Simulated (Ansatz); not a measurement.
# TaRu: the cost of one run

Computed with Ansatz 0.2.0 (DFT PBEsol, scalar-relativistic, plane waves, PAW, unless a step's input says otherwise).

## Step 1: The system as given

It takes space group Pm-3m (No. 221, cubic). The conventional cell has a = 3.187 Å, b = 3.187 Å, c = 3.187 Å, α = 90.00°, β = 90.00°, γ = 90.00°. Ta (site symmetry m-3m) is surrounded by 8 Ru at 2.76 Å. Around Ru (site symmetry m-3m) lie 8 Ta at 2.76 Å.

Coordinates:

```
CELL_PARAMETERS angstrom
3.18700 0.00000 0.00000
0.00000 3.18700 0.00000
0.00000 0.00000 3.18700
ATOMIC_POSITIONS crystal
Ta 0.50000 0.50000 0.50000
Ru 0.00000 0.00000 0.00000
```

The structure comes from the Crystallography Open Database.

## Step 2: The base run

File input.yaml:

```yaml
crystal:
  lattice:
    - [3.187, 0.0, 0.0]
    - [0.0, 3.187, 0.0]
    - [0.0, 0.0, 3.187]
  atoms:
    - { symbol: Ta, position: [0.5, 0.5, 0.5] }
    - { symbol: Ru, position: [0.0, 0.0, 0.0] }
basis:
  ecutwfc: 420
  fft_grid_basis: typed
kpoints:
  mp_grid: { grid: [10, 10, 10] }
hamiltonian:
  xc: pbesol
scf:
  occupations: { method: gaussian, width: 0.05 }
output:
  forces: true
  stress: true
  eigenvalues: true
  bader: true
  write_density: true
  volumetric_format: npy
  elf: true
```

Started as:

```console
ansatz run input.yaml --threads 1 --pin off --max-ram 2560MiB --backend cpu --events-out ev --progress --plain --runs-dir out
```

What time and memory should one allow on 1 thread of Arm Neoverse V2, shared host?

About 15 s, with a peak of 0.32 GiB.
